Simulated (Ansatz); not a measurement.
# SiGe2N4: the band gap up the ladder of functionals

One table from this session's results is given with a row withheld; the runs are named, their logs left out.

Program: Ansatz 0.2.0. PAW datasets, plane waves. Note: simulated data, non-magnetic, for a generated structure that need not be the stable one.

## The cell

The cell was relaxed beforehand with r2SCAN.

The symmetry is Pm (No. 6, monoclinic); a = 7.888 Å, b = 3.021 Å, c = 7.898 Å, β = 119.8° in the conventional setting, 11.66 Å³ an atom. Around Si lie 4 N at 1.74–1.78 Å; around Si lie 4 N at 1.74–1.77 Å; around Ge lie 4 N at 1.83–1.84 Å; around Ge lie 4 N at 1.82–1.86 Å; around Ge lie 4 N at 1.81–1.82 Å.

As a file:

```xyz
14
Lattice="7.9140 0.0000 -0.0059 0.0000 3.0210 0.0000 -3.9621 0.0000 6.8328" Properties=species:S:1:pos:R:3 pbc="T T T"
Si    1.4193    1.5105    5.6748
Si    5.6102    0.0000    1.5483
Ge    3.6888    0.0000    4.0630
Ge    0.2088    1.5105    2.7686
Ge   -1.6507    1.5105    5.2277
Ge    2.5521    0.0000    1.1820
N     0.0574    1.5105    4.5983
N     4.0211    0.0000    2.2573
N     2.8225    1.5105    4.6391
N     1.4490    0.0000    6.6252
N    -2.5293    0.0000    4.7492
N     6.4236    1.5105    1.9939
N     1.0805    0.0000    2.2637
N     2.5095    1.5105    0.1969
```

The first run:

Input file input.yaml:

```yaml
crystal:
  lattice:
    - [7.9139556092, 0.0, -0.0059446688]
    - [0.0, 3.0210047489, 0.0]
    - [-3.9621232799, 0.0, 6.8328096288]
  atoms:
    - { symbol: Si, position: [0.5954072664, 0.5, 0.831041232] }
    - { symbol: Si, position: [0.8227032359, 0.0, 0.2273179959] }
    - { symbol: Ge, position: [0.764147053, 0.0, 0.5953006949] }
    - { symbol: Ge, position: [0.2293380957, 0.5, 0.4053916231] }
    - { symbol: Ge, position: [0.174540679, 0.5, 0.7652390701] }
    - { symbol: Ge, position: [0.4092621028, 0.0, 0.1733423794] }
    - { symbol: "N", position: [0.3443308382, 0.5, 0.6732734626] }
    - { symbol: "N", position: [0.6737948008, 0.0, 0.3309422204] }
    - { symbol: "N", position: [0.6968699868, 0.5, 0.6795582093] }
    - { symbol: "N", position: [0.6688256144, 0.0, 0.9701938074] }
    - { symbol: "N", position: [0.0283890055, 0.0, 0.6950760288] }
    - { symbol: "N", position: [0.9581915331, 0.5, 0.2926534176] }
    - { symbol: "N", position: [0.3025315299, 0.0, 0.3315645163] }
    - { symbol: "N", position: [0.3316682585, 0.5, 0.0291053423] }
kpoints:
  mp_grid: { grid: [4, 8, 4] }
  band_path:
    path:
      - [0.0, 0.0, 0.0]
      - [-2.347455635294e-18, -0.5, 2.347455635294e-18]
      - [0.5, -0.5, -0.5]
      - [0.5, -7.660986821372e-35, -0.5]
      - [0.0, 0.0, 0.0]
      - [-3.029335866308e-17, 6.975928731253e-19, -0.5]
      - [-3.029335866308e-17, -0.5, -0.5]
      - [-2.347455635294e-18, -0.5, 2.347455635294e-18]
      - [-0.5, -0.5, -3.914446884431e-18]
      - [-0.5, 6.975928731253e-19, -3.914446884431e-18]
      - [0.0, 0.0, 0.0]
    npoints: 10
hamiltonian:
  xc: pbe
scf:
  occupations: { method: fermi_dirac, width: 0.02 }
  n_extra_bands: 7
output:
  forces: true
  stress: true
  eigenvalues: true
```

Among the steps run: PBE band path; r2SCAN; HSE06 at the same geometry; PBE+SOC; PBE0.

One table of the session follows, with a row left open; its other results are not shown here.

```
  level  gap (eV)
    PBE      2.99
 r2SCAN         ?
  HSE06      4.52
PBE+SOC      2.99
   PBE0      5.27
```

**Question.** Estimate the row for r2SCAN.

The run gave: gap (eV): 3.50. In the column «gap (eV)» it lies between PBE+SOC (2.99) and HSE06 (4.52).

Meshes: PBE 4×8×4, r2SCAN 4×8×4, HSE06 2×6×2, PBE+SOC 4×8×4, PBE0 2×6×2

The gap runs from 2.99 eV (PBE+SOC) to 5.27 eV (PBE0). Against HSE06, PBE is short by 1.53 eV, at 66 % of it, and r2SCAN 77 %. PBE0 lies 0.74 eV above HSE06, which differs from it by screening the long-range exchange.

To keep in mind: Warnings in the runs' records: stress scf threshold loose, stress exchange threshold loose.
